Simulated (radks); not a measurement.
# The Coulomb parameter U of the 5d shell of W

An exercise on one series of results from a longer session: the logs are not shown, and one member is left open.

Program: radks (a radial shooting solver on a logarithmic mesh, Libxc functionals) version 1. Level of theory: Dirac Kohn-Sham, PBE, spin-unpolarised, spherical densities, finite nucleus; open shells are shared between the two j in proportion to 2j + 1. These are calculated values, not measurements, unless marked.

## The atom as given

```
element            : tungsten (Z = 74)
charge             : 0
electrons          : 74
configuration      : [Xe] 4f14 5d5 6s1
nuclear rms radius : 5.3658 fm
```

The outer shells:

W
```
[Xe] core
4f [↑↓][↑↓][↑↓][↑↓][↑↓][↑↓][↑↓]
5d [↑ ][↑ ][↑ ][↑ ][↑ ]
6s [↑ ]
```

Set-up of the first run:

Input:

```text
Z 74
configuration [Xe] 4f14 5d5 6s1
relativity Dirac
functional pbe,pbe
spin unpolarised
j_filling average
nucleus finite rms 5.3658 fm
c 137.035999084
```

Command:

```sh
$ python run_ks.py task.json out
```

This one command runs every case of the session in turn.

Steps of the session up to this table: Start: [Xe] 4f14 5d5 6s1.

One table of the session follows, with a row left open; its other results are not shown here.

From the orbitals of this run (lengths in bohr):

| level | <r> | outermost maximum (interpolated) | 90 % within | nodes |
| --- | --- | --- | --- | --- |
| 5s1/2 | 1.070 | 0.964 | 1.54 | 4 |
| 5p1/2 | 1.181 | 1.03 | 1.73 | 3 |
| 5p3/2 | 1.288 | 1.12 | 1.89 | 3 |
| 4f5/2 | ? | ? | ? | ? |
| 4f7/2 | 0.6132 | 0.431 | 1.02 | 0 |
| 6s1/2 | 3.278 | 2.71 | 4.91 | 5 |
| 5d3/2 | 2.120 | 1.49 | 3.48 | 2 |
| 5d5/2 | 2.244 | 1.54 | 3.71 | 2 |

Q: Estimate the row for 4f5/2 from the others.

**Answer.** <r>: 0.6034; outermost maximum (interpolated): 0.426; 90 % within: 1.00; nodes: 0. In the column «<r>» it is the lowest.
